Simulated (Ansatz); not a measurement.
Molecular dynamics of Ni₄H₈NO₈

input.yaml

```yaml
crystal:
  lattice:
    - [6.288177, 0.0, 0.0]
    - [3.143316, 5.452883, 0.0]
    - [0.465655, 0.241837, 6.699983]
  atoms:
    - { symbol: Ni, position: [0.07368191, 0.4633974, -0.01454911], spin: 0.8 }
    - { symbol: H, position: [0.35235418, 0.26483334, 0.28511548] }
    - { symbol: H, position: [0.26949408, 0.08844165, 0.70605798] }
    - { symbol: O, position: [0.3706896, 0.26677873, 0.1394844] }
    - { symbol: O, position: [0.23200916, 0.09588642, 0.84578621] }
    - { symbol: Ni, position: [0.04299904, 0.94319997, -0.0037593], spin: 0.8 }
    - { symbol: H, position: [0.3481898, 0.74320362, 0.26407192] }
    - { symbol: H, position: [0.30828295, 0.51572316, 0.70917218] }
    - { symbol: O, position: [0.35552521, 0.7841709, 0.11807405] }
    - { symbol: O, position: [0.25587285, 0.56226889, 0.86443384] }
    - { symbol: Ni, position: [0.55212389, 0.45429031, 0.01272601], spin: 0.8 }
    - { symbol: H, position: [0.80967988, 0.31488473, 0.27624698] }
    - { symbol: H, position: [0.72923903, 0.19033007, 0.71486991] }
    - { symbol: O, position: [0.86869521, 0.28465482, 0.12909494] }
    - { symbol: O, position: [0.74883553, 0.12262585, 0.86623465] }
    - { symbol: Ni, position: [0.55227997, 0.93347228, 0.01983267], spin: 0.8 }
    - { symbol: H, position: [1.01035842, 0.7259318, 0.24975762] }
    - { symbol: H, position: [0.618727, 0.66854907, 0.74574976] }
    - { symbol: O, position: [0.89723937, 0.75400137, 0.14439729] }
    - { symbol: O, position: [0.73059483, 0.63546913, 0.86129954] }
    - { symbol: "N", position: [0.59717636, 0.42902616, 0.49486519], spin: 1.0 }
magnetization:
  spin_polarized: true
basis:
  ecutwfc: 420.0
kpoints:
  mp_grid: { grid: [2, 2, 1] }
hamiltonian:
  xc: lda
scf:
  occupations: { method: fermi_dirac, width: 0.05 }
  lower_state_search: "off"
md:
  timestep: 0.75
  n_steps: 50
  ensemble: nve
  temperature: 1260.0
  initial_velocities: maxwell_boltzmann
  seed: 644260
```

Run as:

```bash
$ ansatz run input.yaml --threads 1 --pin off --max-ram 3072MiB --backend cpu --events-out ev --progress --plain --runs-dir out
```

It goes on from the last frame of an earlier run, with new velocities.

Output, in part (step lines):

```
md step     0: t =     0.00 fs  T =  1260.0 K  F+E_penalty+E_count = -28022.05537425 eV  E_kin = 3.257352 eV  conserved = -28018.79802228 eV  (55 SCF iters)
md step     1: t =     0.75 fs  T =  1220.7 K  F+E_penalty+E_count = -28021.94942180 eV  E_kin = 3.155847 eV  conserved = -28018.79357515 eV  (25 SCF iters)
md step     2: t =     1.50 fs  T =  1151.3 K  F+E_penalty+E_count = -28021.76236202 eV  E_kin = 2.976382 eV  conserved = -28018.78598014 eV  (26 SCF iters)
md step     3: t =     2.25 fs  T =  1091.5 K  F+E_penalty+E_count = -28021.60258154 eV  E_kin = 2.821772 eV  conserved = -28018.78080938 eV  (23 SCF iters)
md step     4: t =     3.00 fs  T =  1069.5 K  F+E_penalty+E_count = -28021.54630851 eV  E_kin = 2.764822 eV  conserved = -28018.78148645 eV  (24 SCF iters)
md step     5: t =     3.75 fs  T =  1082.2 K  F+E_penalty+E_count = -28021.58502971 eV  E_kin = 2.797657 eV  conserved = -28018.78737255 eV  (24 SCF iters)
md step     6: t =     4.50 fs  T =  1100.5 K  F+E_penalty+E_count = -28021.63769270 eV  E_kin = 2.844896 eV  conserved = -28018.79279713 eV  (24 SCF iters)
md step     7: t =     5.25 fs  T =  1097.4 K  F+E_penalty+E_count = -28021.63075599 eV  E_kin = 2.837082 eV  conserved = -28018.79367369 eV  (25 SCF iters)
md step     8: t =     6.00 fs  T =  1069.8 K  F+E_penalty+E_count = -28021.55680452 eV  E_kin = 2.765545 eV  conserved = -28018.79126001 eV  (23 SCF iters)
md step     9: t =     6.75 fs  T =  1036.3 K  F+E_penalty+E_count = -28021.46494166 eV  E_kin = 2.679152 eV  conserved = -28018.78578916 eV  (20 SCF iters)
md step    10: t =     7.50 fs  T =  1029.2 K  F+E_penalty+E_count = -28021.44402951 eV  E_kin = 2.660811 eV  conserved = -28018.78321870 eV  (21 SCF iters)
md step    11: t =     8.25 fs  T =  1056.4 K  F+E_penalty+E_count = -28021.52393569 eV  E_kin = 2.731014 eV  conserved = -28018.79292170 eV  (19 SCF iters)
md step    12: t =     9.00 fs  T =  1070.4 K  F+E_penalty+E_count = -28021.56860886 eV  E_kin = 2.767103 eV  conserved = -28018.80150594 eV  (17 SCF iters)
md step    13: t =     9.75 fs  T =  1029.2 K  F+E_penalty+E_count = -28021.45611156 eV  E_kin = 2.660637 eV  conserved = -28018.79547459 eV  (17 SCF iters)
md step    14: t =    10.50 fs  T =   960.1 K  F+E_penalty+E_count = -28021.26551863 eV  E_kin = 2.482063 eV  conserved = -28018.78345566 eV  (17 SCF iters)
md step    15: t =    11.25 fs  T =   923.7 K  F+E_penalty+E_count = -28021.16664918 eV  E_kin = 2.387912 eV  conserved = -28018.77873722 eV  (16 SCF iters)
md step    16: t =    12.00 fs  T =   947.7 K  F+E_penalty+E_count = -28021.23181560 eV  E_kin = 2.450089 eV  conserved = -28018.78172692 eV  (20 SCF iters)
md step    17: t =    12.75 fs  T =  1015.6 K  F+E_penalty+E_count = -28021.41359461 eV  E_kin = 2.625445 eV  conserved = -28018.78814985 eV  (18 SCF iters)
md step    18: t =    13.50 fs  T =  1086.7 K  F+E_penalty+E_count = -28021.60506381 eV  E_kin = 2.809396 eV  conserved = -28018.79566765 eV  (18 SCF iters)
md step    19: t =    14.25 fs  T =  1117.2 K  F+E_penalty+E_count = -28021.68789175 eV  E_kin = 2.888216 eV  conserved = -28018.79967545 eV  (19 SCF iters)
md step    20: t =    15.00 fs  T =  1087.3 K  F+E_penalty+E_count = -28021.60597522 eV  E_kin = 2.810966 eV  conserved = -28018.79500953 eV  (16 SCF iters)
md step    21: t =    15.75 fs  T =  1027.4 K  F+E_penalty+E_count = -28021.43867858 eV  E_kin = 2.655959 eV  conserved = -28018.78271926 eV  (16 SCF iters)
md step    22: t =    16.50 fs  T =  1004.9 K  F+E_penalty+E_count = -28021.37315751 eV  E_kin = 2.597914 eV  conserved = -28018.77524369 eV  (16 SCF iters)
md step    23: t =    17.25 fs  T =  1056.5 K  F+E_penalty+E_count = -28021.51542974 eV  E_kin = 2.731264 eV  conserved = -28018.78416531 eV  (17 SCF iters)
md step    24: t =    18.00 fs  T =  1137.9 K  F+E_penalty+E_count = -28021.73852478 eV  E_kin = 2.941748 eV  conserved = -28018.79677631 eV  (17 SCF iters)
md step    25: t =    18.75 fs  T =  1181.1 K  F+E_penalty+E_count = -28021.85179480 eV  E_kin = 3.053379 eV  conserved = -28018.79841545 eV  (19 SCF iters)
md step    26: t =    19.50 fs  T =  1168.0 K  F+E_penalty+E_count = -28021.81217122 eV  E_kin = 3.019466 eV  conserved = -28018.79270473 eV  (18 SCF iters)
md step    27: t =    20.25 fs  T =  1125.6 K  F+E_penalty+E_count = -28021.69619692 eV  E_kin = 2.910018 eV  conserved = -28018.78617911 eV  (18 SCF iters)
md step    28: t =    21.00 fs  T =  1091.7 K  F+E_penalty+E_count = -28021.60379535 eV  E_kin = 2.822265 eV  conserved = -28018.78152992 eV  (19 SCF iters)
md step    29: t =    21.75 fs  T =  1092.9 K  F+E_penalty+E_count = -28021.60637949 eV  E_kin = 2.825271 eV  conserved = -28018.78110806 eV  (17 SCF iters)
md step    30: t =    22.50 fs  T =  1130.3 K  F+E_penalty+E_count = -28021.70834391 eV  E_kin = 2.921963 eV  conserved = -28018.78638100 eV  (18 SCF iters)
md step    31: t =    23.25 fs  T =  1173.4 K  F+E_penalty+E_count = -28021.82830803 eV  E_kin = 3.033380 eV  conserved = -28018.79492823 eV  (19 SCF iters)
md step    32: t =    24.00 fs  T =  1176.4 K  F+E_penalty+E_count = -28021.84077030 eV  E_kin = 3.041236 eV  conserved = -28018.79953476 eV  (23 SCF iters)
md step    33: t =    24.75 fs  T =  1119.9 K  F+E_penalty+E_count = -28021.68768785 eV  E_kin = 2.895156 eV  conserved = -28018.79253210 eV  (21 SCF iters)
md step    34: t =    25.50 fs  T =  1044.3 K  F+E_penalty+E_count = -28021.47977412 eV  E_kin = 2.699706 eV  conserved = -28018.78006815 eV  (19 SCF iters)
md step    35: t =    26.25 fs  T =  1010.3 K  F+E_penalty+E_count = -28021.39306050 eV  E_kin = 2.611872 eV  conserved = -28018.78118899 eV  (20 SCF iters)
md step    36: t =    27.00 fs  T =  1015.1 K  F+E_penalty+E_count = -28021.41648825 eV  E_kin = 2.624147 eV  conserved = -28018.79234135 eV  (18 SCF iters)
md step    37: t =    27.75 fs  T =  1005.8 K  F+E_penalty+E_count = -28021.39532025 eV  E_kin = 2.600126 eV  conserved = -28018.79519425 eV  (18 SCF iters)
md step    38: t =    28.50 fs  T =   961.5 K  F+E_penalty+E_count = -28021.27556319 eV  E_kin = 2.485592 eV  conserved = -28018.78997082 eV  (19 SCF iters)
md step    39: t =    29.25 fs  T =   904.1 K  F+E_penalty+E_count = -28021.12257435 eV  E_kin = 2.337350 eV  conserved = -28018.78522396 eV  (18 SCF iters)
md step    40: t =    30.00 fs  T =   860.2 K  F+E_penalty+E_count = -28021.00684745 eV  E_kin = 2.223740 eV  conserved = -28018.78310722 eV  (18 SCF iters)
md step    41: t =    30.75 fs  T =   842.8 K  F+E_penalty+E_count = -28020.96171005 eV  E_kin = 2.178786 eV  conserved = -28018.78292386 eV  (19 SCF iters)
md step    42: t =    31.50 fs  T =   851.3 K  F+E_penalty+E_count = -28020.98640724 eV  E_kin = 2.200710 eV  conserved = -28018.78569762 eV  (18 SCF iters)
md step    43: t =    32.25 fs  T =   868.2 K  F+E_penalty+E_count = -28021.03561435 eV  E_kin = 2.244536 eV  conserved = -28018.79107820 eV  (20 SCF iters)
md step    44: t =    33.00 fs  T =   863.7 K  F+E_penalty+E_count = -28021.02868119 eV  E_kin = 2.232850 eV  conserved = -28018.79583133 eV  (21 SCF iters)
md step    45: t =    33.75 fs  T =   816.2 K  F+E_penalty+E_count = -28020.90381123 eV  E_kin = 2.110165 eV  conserved = -28018.79364590 eV  (19 SCF iters)
md step    46: t =    34.50 fs  T =   745.2 K  F+E_penalty+E_count = -28020.70901440 eV  E_kin = 1.926507 eV  conserved = -28018.78250741 eV  (20 SCF iters)
md step    47: t =    35.25 fs  T =   708.7 K  F+E_penalty+E_count = -28020.60896990 eV  E_kin = 1.832214 eV  conserved = -28018.77675604 eV  (17 SCF iters)
md step    48: t =    36.00 fs  T =   734.9 K  F+E_penalty+E_count = -28020.68417725 eV  E_kin = 1.899820 eV  conserved = -28018.78435682 eV  (17 SCF iters)
md step    49: t =    36.75 fs  T =   786.5 K  F+E_penalty+E_count = -28020.82568147 eV  E_kin = 2.033211 eV  conserved = -28018.79247093 eV  (18 SCF iters)
md step    50: t =    37.50 fs  T =   816.0 K  F+E_penalty+E_count = -28020.90319024 eV  E_kin = 2.109576 eV  conserved = -28018.79361414 eV  (19 SCF iters)
```

All steps were run. The conserved energy stayed within 1.1 meV per atom of its start (net change 0.21 meV per atom), so the integration is sound. A run of 0.037 ps of so small a system gives no equilibrium averages. No Hubbard correction was used and the magnetic state wasn't searched. Limits of this set-up: coarse k mesh.

Mean squared displacements from the first frame to the last, about the centre of mass: Ni 0.05 Å², H 0.71 Å², O 0.12 Å², N 0.01 Å².

Last frame:

```xyz
21
Lattice="6.2882 0.0000 0.0000 3.1433 5.4529 0.0000 0.4657 0.2418 6.7000" Properties=species:S:1:pos:R:3
Ni 1.708 2.363 -0.021
H 4.075 1.532 1.889
H 2.020 0.644 4.746
O 3.478 1.340 1.140
O 2.200 0.952 5.683
Ni 3.251 5.327 0.057
H 4.719 3.626 2.016
H 4.484 3.370 4.638
O 4.964 3.888 1.084
O 4.174 3.442 5.681
Ni 4.953 2.259 0.005
H 6.356 1.792 1.971
H 4.856 0.866 4.827
O 6.545 1.635 0.911
O 5.245 1.022 5.713
Ni 6.420 5.235 -0.010
H 7.241 3.987 1.702
H 7.152 3.170 4.872
O 7.913 4.162 0.996
O 6.865 3.875 5.530
N 5.359 2.507 3.401
```

Time of the run: 13 min on 1 thread of Arm Neoverse V1, with other jobs on the host, peak memory 0.56 GiB.
